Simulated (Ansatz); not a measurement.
**C2H5BFN: how energies converge with the basis set**

Aim: see how fast density functionals converge with the basis set for C2H5BFN.

Program: Ansatz 0.2.0, Gaussian basis. Level of theory: one geometry, several basis sets. These are calculated values, not measurements.

The runs, in order: PBE0-D4/def2-SVP; ωB97M-V/def2-SVP; PBE0-D4/def2-QZVPP; ωB97M-V/def2-QZVPP; the functionals' def2-TZVPP values are taken from earlier runs.

### 1 The relaxed structure

The geometry comes from an earlier relaxation with PBE0-D4 in a triple-zeta def2 set; it is a stationary point, not always the lowest conformer.

SMILES `BC(=N)CF`, 10 atoms, charge 0, spin multiplicity 1.

Atoms are counted from 1 here; the program's logs count them from 0.

Bond lengths: B1–C2 1.565 Å, B1–H6 1.195 Å, B1–H7 1.191 Å, C2–N3 1.273 Å, C2–C4 1.501 Å, N3–H8 1.025 Å, C4–F5 1.383 Å, C4–H9 1.096 Å, C4–H10 1.094 Å. Angles: C2–B1–H6 119.0°, C2–B1–H7 120.3°, H6–B1–H7 120.7°, B1–C2–N3 115.1°, B1–C2–C4 120.1°, N3–C2–C4 124.4°, C2–N3–H8 112.2°, C2–C4–F5 109.7°, C2–C4–H9 110.1°, C2–C4–H10 111.3°, F5–C4–H9 107.8°, F5–C4–H10 108.5°, H9–C4–H10 109.3°.

### 2 PBE0-D4 in def2-SVP

in.yaml

```yaml
crystal:
  periodic: [false, false, false]
  atoms:
    - {symbol: B, position_ang: [-0.368681, 0.183117, 1.525960]}
    - {symbol: C, position_ang: [0.386362, -0.046084, 0.173932]}
    - {symbol: N, position_ang: [1.586161, -0.456551, 0.287914]}
    - {symbol: C, position_ang: [-0.353736, 0.058912, -1.128001]}
    - {symbol: F, position_ang: [-1.387774, 0.969121, -1.004588]}
    - {symbol: H, position_ang: [-1.371425, -0.431478, 1.740313]}
    - {symbol: H, position_ang: [0.084239, 0.913770, 2.350037]}
    - {symbol: H, position_ang: [1.992280, -0.722818, -0.614919]}
    - {symbol: H, position_ang: [-0.790369, -0.910839, -1.392423]}
    - {symbol: H, position_ang: [0.306044, 0.391550, -1.935324]}
basis:
  gaussian: {orbitals: def2-SVP}
hamiltonian: {xc: pbe0, dispersion: d4}
output: {orbitals: {seedname: orbitals}}
```

Run with:

```sh
$ ansatz run in.yaml --threads 2 --pin off --events-out ev --progress --plain --max-ram 4352MiB
```

Further steps of the session: ωB97M-V in def2-SVP; PBE0-D4 in def2-QZVPP; ωB97M-V in def2-QZVPP.

Before running them: what should the planned runs give, taken together? Wanted: PBE0-D4: double and triple zeta above quadruple; ωB97M-V: double and triple zeta above quadruple.

**Answer**, as computed:

```
                                       quantity          value
PBE0-D4: double and triple zeta above quadruple  8.58, 0.39 eV
ωB97M-V: double and triple zeta above quadruple  8.88, 0.37 eV
```

**Reading.** PBE0-D4 gains 8.19 eV from double to triple zeta, then 0.39 eV more. Total energies overstate the basis error of differences, where much of it tends to cancel.
